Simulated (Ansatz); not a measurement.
**C3H7AlSi: how energies converge with the basis set**

An exercise on one series of results from a longer session: the logs are not shown, and one member is left open.

Method: one geometry, several basis sets; program: Ansatz 0.2.0, Gaussian basis.

Plan: PBE0-D4/def2-SVP; ωB97M-V/def2-SVP; PBE0-D4/def2-QZVPP; ωB97M-V/def2-QZVPP; the functionals' def2-TZVPP values are taken from earlier runs.

## Structure used throughout

The geometry comes from an earlier relaxation with PBE0-D4 in a triple-zeta def2 set; it is a stationary point, not always the lowest conformer.

SMILES `CC1=C[SiH]1[AlH2]`, 12 atoms, charge 0, spin multiplicity 1.

Atoms are counted from 1 here; the program's logs count them from 0.

Bond lengths: C1–C2 1.477 Å, C1–H6 1.093 Å, C1–H7 1.093 Å, C1–H8 1.093 Å, C2–C3 1.316 Å, C2–Si4 1.851 Å, C3–Si4 1.838 Å, C3–H9 1.083 Å, Si4–Al5 2.428 Å, Si4–H10 1.495 Å, Al5–H11 1.590 Å, Al5–H12 1.591 Å. Angles: C2–C1–H6 111.8°, C2–C1–H7 110.3°, C2–C1–H8 110.4°, H6–C1–H7 108.7°, H6–C1–H8 108.8°, H7–C1–H8 106.7°, C1–C2–C3 140.5°, C1–C2–Si4 150.9°, C3–C2–Si4 68.6°, C2–C3–Si4 69.6°, C2–C3–H9 138.0°, Si4–C3–H9 152.4°, C2–Si4–C3 41.8°, C2–Si4–Al5 119.1°, C2–Si4–H10 116.6°, C3–Si4–Al5 119.2°, C3–Si4–H10 116.8°, Al5–Si4–H10 119.8° and more.

The first run:

in.yaml reads:

```yaml
crystal:
  periodic: [false, false, false]
  atoms:
    - {symbol: C, position_ang: [-1.543044, 0.884980, 1.199743]}
    - {symbol: C, position_ang: [-0.201283, 0.521300, 0.702098]}
    - {symbol: C, position_ang: [0.971066, 0.119899, 1.143705]}
    - {symbol: Si, position_ang: [1.008846, 0.317086, -0.683118]}
    - {symbol: Al, position_ang: [0.868674, -1.654961, -2.092032]}
    - {symbol: H, position_ang: [-1.614732, 0.783415, 2.286108]}
    - {symbol: H, position_ang: [-1.782230, 1.916329, 0.927132]}
    - {symbol: H, position_ang: [-2.305492, 0.253029, 0.736175]}
    - {symbol: H, position_ang: [1.435967, -0.113671, 2.093809]}
    - {symbol: H, position_ang: [1.637551, 1.565289, -1.213107]}
    - {symbol: H, position_ang: [0.185361, -2.954248, -1.481635]}
    - {symbol: H, position_ang: [1.416313, -1.693649, -3.584978]}
basis:
  gaussian: {orbitals: def2-SVP}
hamiltonian: {xc: pbe0, dispersion: d4}
output: {orbitals: {seedname: orbitals}}
```

Launch:

```console
ansatz run in.yaml --threads 4 --pin off --events-out ev --progress --plain --max-ram 10444MiB
```

Steps of the session up to this table: PBE0-D4 in def2-SVP; ωB97M-V in def2-SVP; PBE0-D4 in def2-QZVPP; ωB97M-V in def2-QZVPP.

One table of the session follows, with a row left open; its other results are not shown here.

It belongs to the step «Functionals by basis». 

```
functional       basis  HOMO (eV)  LUMO (eV)
   PBE0-D4    def2-SVP      -6.87      -2.03
   PBE0-D4  def2-TZVPP          ?          ?
   PBE0-D4  def2-QZVPP      -6.88      -2.08
   ωB97M-V    def2-SVP      -8.84      -0.35
   ωB97M-V  def2-TZVPP      -8.88      -0.43
   ωB97M-V  def2-QZVPP      -8.88      -0.53
```

Q: Estimate the row for PBE0-D4, def2-TZVPP from the others.

The run gave: HOMO (eV): -6.88; LUMO (eV): -2.07.
